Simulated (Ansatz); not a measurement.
# C₂H₄BI: up Jacob's ladder to CCSD(T)

The task here is to estimate one member of a computed series from the others.

Program: Ansatz 0.2.0, Gaussian basis. Level of theory: functionals in def2-TZVPP, the program's frozen cores in correlated methods. These are calculated values, not measurements.

Plan: LDA (SPW92), PBE-D4, revPBE-D4, BLYP-D4, r2SCAN-D4, B97M-V, PBE0-D4, B3LYP-D4, r2SCANh-D4, r2SCAN0-D4, HSE06-D4, BHLYP-D4, CAM-B3LYP-D4, LC-ωPBE, ωB97X-V, ωB97M-V, B2PLYP, PBE-QIDH; CCSD(T)/def2-SVP; CCSD(T)/def2-TZVPP; MP2/def2-QZVPP; extrapolation to the limit; RPA on PBE.

## The geometry

The geometry comes from an earlier relaxation with PBE0-D4 in a triple-zeta def2 set; it is a stationary point, not always the lowest conformer. I takes the def2 core potential; no spin-orbit term is included.

SMILES `C=CBI`, 8 atoms, charge 0, spin multiplicity 1.

Atoms are counted from 1 here; the program's logs count them from 0.

Bond lengths: C1–C2 1.339 Å, C1–H5 1.086 Å, C1–H6 1.086 Å, C2–B3 1.526 Å, C2–H7 1.087 Å, B3–I4 2.121 Å, B3–H8 1.191 Å. Angles: C2–C1–H5 120.9°, C2–C1–H6 122.6°, H5–C1–H6 116.5°, C1–C2–B3 119.6°, C1–C2–H7 118.8°, B3–C2–H7 121.6°, C2–B3–I4 121.0°, C2–B3–H8 122.7°, I4–B3–H8 116.3°.

The first run:

Contents of in.yaml:

```yaml
crystal:
  periodic: [false, false, false]
  atoms:
    - {symbol: C, position_ang: [0.833982, 1.025900, 0.234223]}
    - {symbol: C, position_ang: [-0.276385, 0.401761, -0.177967]}
    - {symbol: B, position_ang: [-0.379662, -1.115889, -0.052596]}
    - {symbol: I, position_ang: [-2.117978, -2.150255, -0.690288]}
    - {symbol: H, position_ang: [1.663842, 0.467484, 0.657163]}
    - {symbol: H, position_ang: [0.958828, 2.103133, 0.167696]}
    - {symbol: H, position_ang: [-1.085645, 0.995547, -0.595835]}
    - {symbol: H, position_ang: [0.495218, -1.784882, 0.401706]}
basis:
  gaussian: {orbitals: def2-TZVPP}
hamiltonian: {xc: lda}
output: {orbitals: {seedname: orbitals}}
```

The run is started by

```sh
$ ansatz run in.yaml --threads 2 --pin off --events-out ev --progress --plain --max-ram 4352MiB
```

Among the steps run: LDA; PBE-D4 (GGA); revPBE-D4 (GGA); BLYP-D4 (GGA); r2SCAN-D4 (meta-GGA); B97M-V (meta-GGA); PBE0-D4 (hybrid); B3LYP-D4 (hybrid); r2SCANh-D4 (hybrid); r2SCAN0-D4 (hybrid); HSE06-D4 (hybrid); BHLYP-D4 (hybrid); CAM-B3LYP-D4 (range-separated); LC-ωPBE (range-separated); ωB97X-V (range-separated); ωB97M-V (range-separated); B2PLYP (double hybrid); PBE-QIDH (double hybrid).

One of the session's tables, all rows but one given; the rest of the session is left out.

It belongs to the step «Frontier levels by functional». 

| functional | HOMO (eV) | LUMO (eV) | gap (eV) |
| --- | --- | --- | --- |
| LDA (SPW92) | -6.40 | -3.47 | 2.93 |
| PBE-D4 | -6.25 | -3.23 | 3.02 |
| revPBE-D4 | -6.19 | -3.13 | 3.06 |
| BLYP-D4 | -6.07 | -3.04 | 3.03 |
| r2SCAN-D4 | -6.51 | -3.05 | 3.46 |
| B97M-V | -6.52 | -2.96 | 3.56 |
| PBE0-D4 | -7.37 | -2.35 | 5.02 |
| B3LYP-D4 | -7.13 | -2.51 | 4.62 |
| r2SCANh-D4 | -6.92 | -2.73 | 4.19 |
| r2SCAN0-D4 | -7.54 | -2.25 | 5.30 |
| HSE06-D4 | -6.98 | -2.73 | 4.25 |
| BHLYP-D4 | -8.32 | -1.29 | 7.04 |
| CAM-B3LYP-D4 | -8.62 | -1.24 | 7.38 |
| LC-ωPBE | -9.96 | -0.19 | 9.77 |
| ωB97X-V | -9.63 | -0.22 | 9.40 |
| ωB97M-V | ? | ? | ? |

Estimate the missing values for ωB97M-V.

The run gave: HOMO (eV): -9.51; LUMO (eV): -0.36; gap (eV): 9.15. In the column «HOMO (eV)» it lies between ωB97X-V (-9.63) and CAM-B3LYP-D4 (-8.62).
